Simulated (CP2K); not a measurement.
# GFN2-xTB run of CH5FGeOS (SMILES [OH][GeH]([SH])[CH2]F)

What is the energy difference between two shapes of CH5FGeOS at GFN2-xTB? 

The calculation is run with CP2K 2026.2.

3 further runs of the same task are left out: 3 set aside as unsound or not needed.

## Step 1: The structure to begin with

CH5FGeOS has 10 atoms, charge 0, and is taken as a singlet. As SMILES, `[OH][GeH]([SH])[CH2]F`. The shape comes from a force field and isn't a relaxed structure. This is one conformer, not always the lowest.

Bond lengths: O1–Ge2 1.783 Å, Ge2–S3 2.208 Å, Ge2–C4 1.895 Å, C4–F5 1.394 Å, O1–H6 1.060 Å, Ge2–H7 1.575 Å, S3–H8 1.428 Å, C4–H9 1.157 Å, C4–H10 1.057 Å. Some angles: O1–Ge2–S3 107.8°, O1–Ge2–C4 113.2°, S3–Ge2–C4 108.5°, Ge2–C4–F5 111.6°, O1–Ge2–H7 109.4°, S3–Ge2–H7 109.5°, C4–Ge2–H7 108.5°, Ge2–O1–H6 102.0°, Ge2–S3–H8 92.6°, Ge2–C4–H9 108.1°.

## Step 2: Energy and forces at GFN2-xTB

mol.inp reads:

```
&FORCE_EVAL
    METHOD QS
    &DFT
        # Quickstep
        &QS
            METHOD XTB
            EPS_DEFAULT 1.0E-10
            &XTB
                GFN_TYPE TBLITE
                &TBLITE
                    METHOD GFN2
                &END
                CHECK_ATOMIC_CHARGES F
            &END
        &END
        &POISSON
            PERIODIC NONE
            POISSON_SOLVER ANALYTIC
        &END
        # SCF settings
        &SCF
            SCF_GUESS ATOMIC
            EPS_SCF 1.0E-06
            MAX_SCF 150
            ADDED_MOS 8
            &DIAGONALIZATION
                ALGORITHM STANDARD
            &END
            &MIXING
                METHOD DIRECT_P_MIXING
                ALPHA 0.4
            &END
            &SMEAR ON
                METHOD FERMI_DIRAC
                ELECTRONIC_TEMPERATURE [K] 300
            &END
        &END
        &PRINT
            &MOMENTS
                PERIODIC F
                REFERENCE COM
                MAX_MOMENT 1
            &END
            &MO ON
                ENERGIES T
                OCCUPATION_NUMBERS T
                NDIGITS 6
                &EACH
                    QS_SCF 0
                &END
                ADD_LAST NUMERIC
            &END
            &HIRSHFELD OFF
            &END
        &END
    &END
    # atoms, cell and kinds
    &SUBSYS
        &CELL
            ABC 13.5 13.6 14.1
            PERIODIC NONE
        &END
        &COORD
            O     -0.191700    -0.207900     2.116900
            Ge     0.475800    -0.068500     0.469500
            S      1.360800    -2.018700    -0.066800
            C     -0.830500     0.375300    -0.829400
            F     -1.465200     1.579100    -0.528300
            H     -0.553700     0.773000     2.292600
            H      1.595500     1.039100     0.451000
            H      1.831600    -1.533600    -1.324700
            H     -1.683900    -0.403700    -0.761400
            H     -0.455600     0.414600    -1.816400
        &END
        &TOPOLOGY
            &CENTER_COORDINATES
            &END
        &END
    &END
    # extra output
    &PRINT
        &FORCES ON
        &END
    &END
&END
&GLOBAL
    PROJECT mol
    RUN_TYPE ENERGY_FORCE
    PRINT_LEVEL MEDIUM
&END
```

Launch:

```bash
$ OMP_NUM_THREADS=1 cp2k.psmp -i mol.inp > mol.out 2>&1
```

Log:

```text
CP2K| version string:                                       CP2K version 2026.2
[...]
 GLOBAL| Method name                                                        CP2K
[...]
 GLOBAL| Run type                                                   ENERGY_FORCE
[...]
                             - Atoms:                                         10
[...]
                             - Spherical basis functions:                     35
[...]
 Number of electrons:                                                         32
[...]
  *** SCF run converged in    16 steps ***
[...]
  Fermi energy:                                                -0.24828910072776
[...]
 TB_DIPOLE| Moment [Debye]          0.62724292       0.86342270      -1.42452939
 TB_DIPOLE| Derivative [a.u.]       0.00000000       0.00000000       0.00000000
[...]
 ENERGY| Total FORCE_EVAL ( QS ) energy [hartree]            -18.681414863737082
 FORCES| Atomic forces [hartree/bohr]
 FORCES|   Atom     x               y               z               |f|
 FORCES|      1 -1.63367224E-02  6.25962188E-02 -6.02375465E-03   6.49727691E-02
 FORCES|      2  3.79359205E-02 -5.36087799E-03  2.81285863E-02   4.75298900E-02
 FORCES|      3  9.00156810E-03  8.92226436E-03 -2.36643520E-02   2.68446752E-02
 FORCES|      4 -6.26553386E-02 -9.80959679E-03  6.77225388E-03   6.37791742E-02
 FORCES|      5  7.40944725E-03 -4.00622721E-03 -4.18046865E-03   9.40351440E-03
 FORCES|      6  1.68103942E-02 -5.74382817E-02 -2.45596784E-03   5.98980578E-02
 FORCES|      7 -6.20348213E-03 -5.40959196E-03  3.15375746E-03   8.81436678E-03
 FORCES|      8 -9.56648729E-03 -1.02850521E-02  2.56615813E-02   2.92543455E-02
 FORCES|      9  2.00995820E-02  1.71775692E-02 -7.09310785E-03   2.73747011E-02
 FORCES|     10  3.50511835E-03  3.61357537E-03 -2.02985279E-02   2.09134888E-02
 FORCES| Sum     6.98226199E-17 -2.38090797E-16 -3.12250226E-17
 FORCES| Total atomic force                                       2.50074845E-16
[...]
```

Run time: 0.24 s. Hardware: 1 thread of Arm Neoverse V2, shared host.

## Step 3: The distorted shape, same level

calc.inp reads:

```
&FORCE_EVAL
  METHOD QS
  &DFT
    CHARGE 0
    MULTIPLICITY 1
    &QS
      METHOD XTB
      EPS_DEFAULT 1.0E-10
      &XTB
        GFN_TYPE TBLITE
        &TBLITE
          METHOD GFN2
        &END
        CHECK_ATOMIC_CHARGES F
      &END
    &END
    &POISSON
      PERIODIC NONE
      POISSON_SOLVER ANALYTIC
    &END
    &SCF
      SCF_GUESS ATOMIC
      EPS_SCF 1.0E-06
      MAX_SCF 150
      ADDED_MOS 8
      &DIAGONALIZATION
        ALGORITHM STANDARD
      &END
      &MIXING
        METHOD DIRECT_P_MIXING
        ALPHA 0.4
      &END
      &SMEAR ON
        METHOD FERMI_DIRAC
        ELECTRONIC_TEMPERATURE [K] 300
      &END
    &END
    &PRINT
      &MOMENTS
        PERIODIC F
        REFERENCE COM
        MAX_MOMENT 1
      &END
      &MO ON
        ENERGIES T
        OCCUPATION_NUMBERS T
        NDIGITS 6
        &EACH
          QS_SCF 0
        &END
        ADD_LAST NUMERIC
      &END
      &HIRSHFELD OFF
      &END
    &END
  &END
  &SUBSYS
    &CELL
      ABC [angstrom] 13.5 13.6 14.1
      PERIODIC NONE
    &END
    &COORD
      O     -0.181819    -0.164448     2.129278
      Ge     0.472253    -0.084645     0.509197
      S      1.378571    -2.035984    -0.057078
      C     -0.805377     0.349281    -0.830123
      F     -1.449380     1.589593    -0.548101
      H     -0.543449     0.726047     2.298292
      H      1.595860     1.009082     0.435137
      H      1.822467    -1.537141    -1.295295
      H     -1.675054    -0.418698    -0.747409
      H     -0.474040     0.438816    -1.813126
    &END
    &TOPOLOGY
      &CENTER_COORDINATES
      &END
    &END
  &END
  &PRINT
    &FORCES ON
    &END
  &END
&END

&GLOBAL
  PROJECT_NAME calc
  RUN_TYPE ENERGY_FORCE
  PRINT_LEVEL MEDIUM
&END
```

Launch:

```bash
$ OMP_NUM_THREADS=1 cp2k.psmp -i calc.inp > calc.out 2>&1
```

Log:

```text
CP2K| version string:                                       CP2K version 2026.2
[...]
 GLOBAL| Method name                                                        CP2K
[...]
 GLOBAL| Run type                                                   ENERGY_FORCE
[...]
                             - Atoms:                                         10
[...]
                             - Spherical basis functions:                     35
[...]
 Number of electrons:                                                         32
[...]
  *** SCF run converged in    16 steps ***
[...]
  Fermi energy:                                                -0.24776816091729
[...]
 TB_DIPOLE| Moment [Debye]          0.61295947       0.67184798      -1.31199727
 TB_DIPOLE| Derivative [a.u.]       0.00000000       0.00000000       0.00000000
[...]
 ENERGY| Total FORCE_EVAL ( QS ) energy [hartree]            -18.687243149025129
 FORCES| Atomic forces [hartree/bohr]
 FORCES|   Atom     x               y               z               |f|
 FORCES|      1 -4.75031542E-03  1.77509386E-02 -6.33313998E-03   1.94363058E-02
 FORCES|      2  4.15106123E-02 -4.68563067E-03  1.33228733E-02   4.38472920E-02
 FORCES|      3  4.95649209E-03  1.03367917E-02 -1.73566369E-02   2.08006953E-02
 FORCES|      4 -7.41795340E-02  1.86943722E-03  1.86173604E-02   7.65029684E-02
 FORCES|      5  1.16468591E-02 -1.54120038E-02 -1.43712441E-03   1.93712291E-02
 FORCES|      6  1.70712597E-03 -1.47020874E-02  5.04615786E-03   1.56374347E-02
 FORCES|      7 -5.23603982E-03 -4.41966076E-03  4.45240099E-03   8.17149857E-03
 FORCES|      8 -7.80970690E-03 -8.83532465E-03  2.16952800E-02   2.46929070E-02
 FORCES|      9  2.18462469E-02  1.89675091E-02 -8.45356126E-03   3.01411281E-02
 FORCES|     10  1.03082598E-02 -8.69969314E-04 -2.95536100E-02   3.13118657E-02
 FORCES| Sum    -1.04083409E-17  1.52547246E-16  2.42861287E-17
 FORCES| Total atomic force                                       1.54818642E-16
[...]
```

Wall time 0.24 s (1 thread of Arm Neoverse V2, shared host).

## Step 4: Outcome

At GFN2-xTB:

| quantity | value |
| --- | --- |
| first shape: total energy | -18.68141 Eh |
| first shape: dipole moment (from atomic charges alone) | 1.78 D |
| first shape: HOMO energy | -10.79 eV |
| first shape: LUMO energy | -5.88 eV |
| first shape: HOMO–LUMO gap | 4.91 eV |
| first shape: largest force on an atom | 3.341 eV/Å |
| distorted shape: total energy | -18.68724 Eh |
| distorted shape: dipole moment (from atomic charges alone) | 1.60 D |
| distorted shape: HOMO energy | -10.79 eV |
| distorted shape: LUMO energy | -5.86 eV |
| distorted shape: HOMO–LUMO gap | 4.93 eV |
| distorted shape: largest force on an atom | 3.934 eV/Å |
| energy change with the atoms displaced | -0.159 eV |

In words: With the atoms displaced the energy falls by 0.16 eV (15.3 kJ/mol). The first shape isn't relaxed at this level, so the change isn't measured from a minimum. The largest force (first shape) is 3.34 eV/Å: the shape isn't a stationary point for this species at this level. The dipole (first shape) comes from point charges on the atoms alone, without atomic dipoles, so it is partial. The dipole (distorted shape) comes from point charges on the atoms alone, without atomic dipoles, so it is partial.
